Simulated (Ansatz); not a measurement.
# P on several prototypes: a ranking of structure types by relaxed energy

Computed with Ansatz 0.2.0, Python API.

Run as a notebook:

**Cell 1**
```python
import warnings

import ansatz as az
import numpy as np
from tabulate import tabulate
```

**Cell 2**
```python
params = {
    "functional": "lda",
    "ecut": 520,
    "kspacing": 0.26,
    "smearing": "gaussian",
    "smearing_width": 0.05,
}


def hcp(first, a):
    return (
        az.Lattice.from_parameters(a, a, 1.633 * a, alpha=90, beta=90, gamma=120)
        .space_group(194)
        .atom(first, (1 / 3, 2 / 3, 0.25))
    )


def bcc(A, a):
    return az.Crystal.bcc(A, a=a)


def sc(first, a):
    return (
        az.Lattice.cubic(a)
        .space_group(221)
        .atom(first, (0, 0, 0))
    )


def fcc(A, a):
    return (
        az.Lattice.fcc(a)
        .space_group(225)
        .atom(A, (0, 0, 0))
        .primitive()
    )
```

**Cell 3**
```python
def solve(name, crystal, relax=True):
    calc = (
        crystal.calculation()
        .functional(params["functional"])
        .accuracy("medium")
        .basis(params["ecut"])
        .kpoints(spacing=params["kspacing"])
        .occupations(params["smearing"], width=params["smearing_width"])
        .stress()
        .band_table()
    )
    if relax:
        calc = calc.relax(force_tolerance=0.01, max_steps=60, cell=True)
    return calc.run(threads=1)
```

**Cell 4**
```python
def bulk_modulus(name, outcome, step=0.02):
    # B = -V dP/dV from the pressures of two uniformly scaled cells, atoms held at their fractions
    pressure = []
    for factor in (1 - step, 1.0, 1 + step):
        cell = az.Crystal(lattice=az.Lattice.of(outcome.lattice.cell_ang * factor ** (1 / 3)))
        for site in outcome.report["lattice"]["sites"]:
            cell = cell.atom(site["symbol"], site["position_frac"])
        pressure.append(np.trace(solve(name, cell, relax=False).report["stress_gpa"]) / 3)
    slope, bend = (pressure[0] - pressure[2]) / (2 * step), abs(pressure[0] + pressure[2] - 2 * pressure[1])
    # a jump of mesh or basis between the cells shows as a kink: no modulus then
    return float(slope) if bend < 12 * step**2 * abs(slope) + 0.15 and abs(pressure[1]) < 1.5 else float("nan")


def gap_ev(outcome):
    # nan where the run reports no band edges: a metal, overlapping bands, or a gap that is small against the smearing
    edges = outcome.report.get("band_edges_ev")
    return edges[1] - edges[0] if edges else float("nan")
```

**Cell 5**
```python
def volume_per_atom(outcome):
    return abs(np.linalg.det(outcome.lattice.cell_ang)) / len(outcome.lattice.sites)
```

**Cell 6**
```python
def pressure_gpa(outcome):
    return float(np.trace(outcome.report["stress_gpa"]) / 3)
```

**Cell 7**
```python
# a is a first guess in angstrom
warnings.simplefilter("ignore", az.DeckWarning)
```

**Cell 8**
```python
phases = {}
phases["hcp"] = hcp("P", 2.75)
phases["bcc"] = bcc("P", 3.08)
phases["sc"] = sc("P", 2.53)
phases["fcc"] = fcc("P", 3.88)
```

**Cell 9**
```python
done = {name: solve(name, crystal) for name, crystal in phases.items()}
```

**Cell 10**
```python
energy = {name: o.report["energy_sigma0_ev"] / len(o.lattice.sites) for name, o in done.items()}
lowest = min(energy.values())
rows = [(name, len(o.lattice.sites), 1000 * (energy[name] - lowest), gap_ev(o), volume_per_atom(o), pressure_gpa(o), bulk_modulus(name, o)) for name, o in done.items()]
rows.sort(key=lambda row: row[2])
print(tabulate(rows, headers=["phase", "atoms", "dE (meV/atom)", "gap (eV)", "V (A^3/atom)", "P (GPa)", "B (GPa)"], floatfmt=".4f", tablefmt="rst"))
```
Output:
```text
=======  =======  ===============  ==========  ==============  =========  =========
phase      atoms    dE (meV/atom)    gap (eV)    V (A^3/atom)    P (GPa)    B (GPa)
=======  =======  ===============  ==========  ==============  =========  =========
sc             1           0.0000         nan         14.0107    -0.0080   nan
bcc            1         598.8206         nan         13.6723    -0.0017   100.5955
hcp            2         701.6073         nan         13.9358     0.0213   112.4596
fcc            1         774.6246         nan         13.9365    -0.0011    91.9696
=======  =======  ===============  ==========  ==============  =========  =========
```

By space group at the end of each run: Pm-3m (+0 meV an atom, 14.0 Å³), Im-3m (+599 meV an atom, 13.7 Å³), P6_3/mmc (+702 meV an atom, 13.9 Å³) and Fm-3m (+775 meV an atom, 13.9 Å³).

What to keep in mind:
- The settings weren't tested for convergence.
- Pressure is positive in compression.
- Levels are Kohn-Sham eigenvalues on this mesh.
- The cells are built on prototypes, so most aren't the phase found in nature. Rows bear the name of their start, and a relaxation keeps or raises the symmetry. Differences under about 40 meV an atom lie within the error of mesh and functional.
- It ran for 31 s on 1 thread of Arm Neoverse V1, with other jobs on the host, peak memory 0.38 GiB.

(Lines on the test bed's own set-up are left out of the output.)
